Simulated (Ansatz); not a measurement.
# ZrNi: the cost of one run

Computed with Ansatz 0.2.0 (DFT LDA, with the methods named in each step, unless a step's input says otherwise).

## Step 1: The structure to begin with

Symmetry: Cmcm, No. 63, orthorhombic system. The conventional cell has a = 3.268 Å, b = 9.937 Å, c = 4.101 Å, α = 90.00°, β = 90.00°, γ = 90.00°. Zr (site symmetry m2m) is surrounded by 7 Ni at 2.68 to 2.77 Å. Around Ni (site symmetry m2m) lie 2 Ni at 2.62 Å and 7 Zr at 2.68 to 2.77 Å.

Structure file:

```cif
data_structure
_symmetry_space_group_name_H-M 'Cmcm'
_symmetry_Int_Tables_number 63
_cell_length_a 3.2680
_cell_length_b 9.9370
_cell_length_c 4.1010
_cell_angle_alpha 90.000
_cell_angle_beta 90.000
_cell_angle_gamma 90.000
_cell_volume 133.18
loop_
_atom_site_label
_atom_site_type_symbol
_atom_site_symmetry_multiplicity
_atom_site_Wyckoff_symbol
_atom_site_fract_x
_atom_site_fract_y
_atom_site_fract_z
_atom_site_occupancy
Zr1 Zr 4 c 0.50000 0.86090 0.25000 1
Ni1 Ni 4 c 0.50000 0.58170 0.25000 1
```

The file gives the conventional cell by its symmetry; the runs use the cell typed in the input.

Atoms are numbered in the order of the input: Zr1, Zr2, Ni3, Ni4.

## Step 2: Free moments, LAPW

The input, input.yaml:

```yaml
crystal:
  lattice:
    - [1.634, -4.9685, 0.0]
    - [1.634, 4.9685, 0.0]
    - [0.0, 0.0, 4.101]
  atoms:
    - { symbol: Zr, position: [0.6391, 0.3609, 0.25] }
    - { symbol: Zr, position: [0.3609, 0.6391, 0.75] }
    - { symbol: Ni, position: [0.9183, 0.0817, 0.25], spin: 1.5 }
    - { symbol: Ni, position: [0.0817, 0.9183, 0.75], spin: 1.5 }
magnetization:
  spin_polarized: true
kpoints:
  mp_grid: { grid: [8, 8, 6] }
scf:
  occupations: { method: fermi_dirac, width: 0.08 }
hamiltonian:
  xc: lda
  pseudopotentials: { kind: all_electron, lapw: { basis_error: 0.001 } }
output:
  forces: true
  stress: true
  eigenvalues: false
  populations: true
```

Started as:

```sh
> ansatz run input.yaml --threads 2 --pin off --max-ram 6144MiB --backend cpu --events-out ev --progress --plain --runs-dir out
```

What time and memory should one allow on 2 threads of Arm Neoverse V1, shared host?

About 1.9 min, with a peak of 1.3 GiB.
